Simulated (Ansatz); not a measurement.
**C8H19N: one species, many methods**

One table from this session's results is given with a row withheld; the runs are named, their logs left out.

Computed with Ansatz 0.2.0, Gaussian basis. Level: functionals in def2-TZVPP, the program's frozen cores in correlated methods.

Plan: LDA (SPW92), PBE-D4, revPBE-D4, BLYP-D4, r2SCAN-D4, B97M-V, PBE0-D4, B3LYP-D4, r2SCANh-D4, r2SCAN0-D4, HSE06-D4, BHLYP-D4, CAM-B3LYP-D4, LC-ωPBE, ωB97X-V, ωB97M-V, B2PLYP, PBE-QIDH; CCSD(T)/def2-SVP; CCSD(T)/def2-TZVPP; MP2/def2-QZVPP; extrapolation to the limit; RPA on PBE.

## The relaxed structure

An earlier PBE0-D4 in a triple-zeta def2 set relaxation fixed the geometry.

SMILES `CCCCNCCCC`, 28 atoms, charge 0, spin multiplicity 1.

Atoms are counted from 1 here; the program's logs count them from 0.

Bond lengths: C1–C2 1.519 Å, C1–H10 1.094 Å, C1–H11 1.092 Å, C1–H12 1.094 Å, C2–C3 1.519 Å, C2–H13 1.097 Å, C2–H14 1.096 Å, C3–C4 1.525 Å, C3–H15 1.098 Å, C3–H16 1.096 Å, C4–N5 1.448 Å, C4–H17 1.096 Å, C4–H18 1.097 Å, N5–C6 1.449 Å, N5–H19 1.014 Å, C6–C7 1.519 Å, C6–H20 1.097 Å, C6–H21 1.102 Å and more. Angles: C2–C1–H10 111.1°, C2–C1–H11 111.7°, C2–C1–H12 111.1°, H10–C1–H11 107.7°, H10–C1–H12 107.4°, H11–C1–H12 107.7°, C1–C2–C3 113.1°, C1–C2–H13 109.6°, C1–C2–H14 109.6°, C3–C2–H13 109.2°, C3–C2–H14 109.1°, H13–C2–H14 105.9°, C2–C3–C4 112.6°, C2–C3–H15 109.5°, C2–C3–H16 109.2°, C4–C3–H15 109.0°, C4–C3–H16 110.0°, H15–C3–H16 106.3° and more.

Set-up of the first run:

in.yaml

```yaml
crystal:
  periodic: [false, false, false]
  atoms:
    - {symbol: C, position_ang: [-4.372817, -1.498100, 0.402112]}
    - {symbol: C, position_ang: [-3.042650, -1.750498, -0.286014]}
    - {symbol: C, position_ang: [-2.045092, -0.621210, -0.090212]}
    - {symbol: C, position_ang: [-0.718300, -0.881796, -0.796117]}
    - {symbol: N, position_ang: [0.286768, 0.155752, -0.701956]}
    - {symbol: C, position_ang: [0.776299, 0.428616, 0.634096]}
    - {symbol: C, position_ang: [1.954092, 1.387443, 0.604374]}
    - {symbol: C, position_ang: [3.182744, 0.830653, -0.095544]}
    - {symbol: C, position_ang: [4.322483, 1.831089, -0.169870]}
    - {symbol: H, position_ang: [-4.845793, -0.588068, 0.022267]}
    - {symbol: H, position_ang: [-5.070351, -2.324427, 0.246628]}
    - {symbol: H, position_ang: [-4.240552, -1.373238, 1.480536]}
    - {symbol: H, position_ang: [-3.207013, -1.905212, -1.359032]}
    - {symbol: H, position_ang: [-2.606710, -2.684098, 0.088653]}
    - {symbol: H, position_ang: [-2.474104, 0.316054, -0.468657]}
    - {symbol: H, position_ang: [-1.876166, -0.470858, 0.981894]}
    - {symbol: H, position_ang: [-0.912440, -1.066218, -1.859042]}
    - {symbol: H, position_ang: [-0.277788, -1.807022, -0.404508]}
    - {symbol: H, position_ang: [-0.056266, 1.011972, -1.122115]}
    - {symbol: H, position_ang: [1.097025, -0.527123, 1.067571]}
    - {symbol: H, position_ang: [0.003677, 0.830637, 1.310017]}
    - {symbol: H, position_ang: [1.643469, 2.319011, 0.111894]}
    - {symbol: H, position_ang: [2.208182, 1.664692, 1.633984]}
    - {symbol: H, position_ang: [3.515473, -0.069290, 0.435391]}
    - {symbol: H, position_ang: [2.898898, 0.503346, -1.099200]}
    - {symbol: H, position_ang: [4.026064, 2.724245, -0.727780]}
    - {symbol: H, position_ang: [4.632790, 2.156675, 0.827570]}
    - {symbol: H, position_ang: [5.198058, 1.406983, -0.666950]}
basis:
  gaussian: {orbitals: def2-TZVPP}
hamiltonian: {xc: lda}
output: {orbitals: {seedname: orbitals}}
```

The run is started by

```bash
> ansatz run in.yaml --threads 4 --pin off --events-out ev --progress --plain --max-ram 66560MiB --backend cuda --devices 0, --max-vram 37GiB
```

Among the steps run: LDA; PBE-D4 (GGA); revPBE-D4 (GGA); BLYP-D4 (GGA); r2SCAN-D4 (meta-GGA); B97M-V (meta-GGA); B3LYP-D4 (hybrid); r2SCANh-D4 (hybrid); r2SCAN0-D4 (hybrid); HSE06-D4 (hybrid); BHLYP-D4 (hybrid); CAM-B3LYP-D4 (range-separated); LC-ωPBE (range-separated); ωB97X-V (range-separated); ωB97M-V (range-separated); B2PLYP (double hybrid); PBE-QIDH (double hybrid).

One of the session's tables, all rows but one given; the rest of the session is left out.

It belongs to the step «Frontier levels by functional». 

| functional | HOMO (eV) | LUMO (eV) | gap (eV) |
| --- | --- | --- | --- |
| LDA (SPW92) | -4.92 | 0.19 | 5.11 |
| PBE-D4 | -4.79 | 0.38 | 5.17 |
| revPBE-D4 | -4.73 | 0.48 | 5.22 |
| BLYP-D4 | -4.69 | 0.38 | 5.08 |
| r2SCAN-D4 | -5.05 | 1.10 | 6.15 |
| B97M-V | -5.26 | 0.53 | 5.79 |
| PBE0-D4 | -6.18 | 1.18 | 7.37 |
| B3LYP-D4 | -5.97 | 0.85 | 6.82 |
| r2SCANh-D4 | -5.58 | 1.33 | 6.90 |
| r2SCAN0-D4 | -6.37 | 1.65 | 8.02 |
| HSE06-D4 | -5.78 | 0.81 | 6.59 |
| BHLYP-D4 | -7.54 | 1.78 | 9.31 |
| CAM-B3LYP-D4 | -7.60 | 1.93 | 9.53 |
| LC-ωPBE | -8.92 | 3.23 | 12.16 |
| ωB97X-V | -8.62 | 3.01 | 11.62 |
| ωB97M-V | ? | ? | ? |

**Question.** Estimate the row for ωB97M-V.

The run gave: HOMO (eV): -8.55; LUMO (eV): 2.58; gap (eV): 11.13. In the column «HOMO (eV)» it lies between ωB97X-V (-8.62) and CAM-B3LYP-D4 (-7.60).
